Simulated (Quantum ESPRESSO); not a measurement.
TiCo: equation of state with PBEsol

TiCo:

```
Co Ti
1.0
     2.98611    0.00000    0.00000
     0.00000    2.98611    0.00000
     0.00000    0.00000    2.98611
Co Ti
1 1
Direct
  0.50000 0.50000 0.50000
  0.00000 0.00000 0.00000
```

The cell comes from a database or a generator and needn't be the stable form of this composition.

```
Program             : Quantum ESPRESSO 7.5
Task                : equation of state
Functional          : PBEsol
Potentials or basis : GBRV 1.5 PBEsol
Cutoff              : 762 eV
Density cutoff      : 6095 eV
k mesh              : 9 × 9 × 9
Occupations         : fermi-dirac, width 0.05 eV
Spin                : collinear spin, ferromagnetic start
Starting moments    : [2.0, 1.0] μB
Mixing beta         : 0.3
Most SCF iterations : 120
SCF threshold       : 4e-10 Ry
```

- Equilibrium volume: 12.67 Å³/atom
- Bulk modulus: 242 GPa
- Pressure derivative of the bulk modulus: 4.9 (rough: it moves with the points fitted)

Energy against volume, from the lowest point:
```
volume (Å³/atom)  energy (meV/atom)
          12.515               0.00
          12.781              10.54
          13.047               5.34
          13.313              16.66
          13.580              49.56
          13.846              72.51
          14.112              99.60
```

All runs of the series together: 6.1 min on 2 threads of Arm Neoverse V2, on a shared host.

Caveat: the fit is doubtful: noisy points or a state that changes with volume.
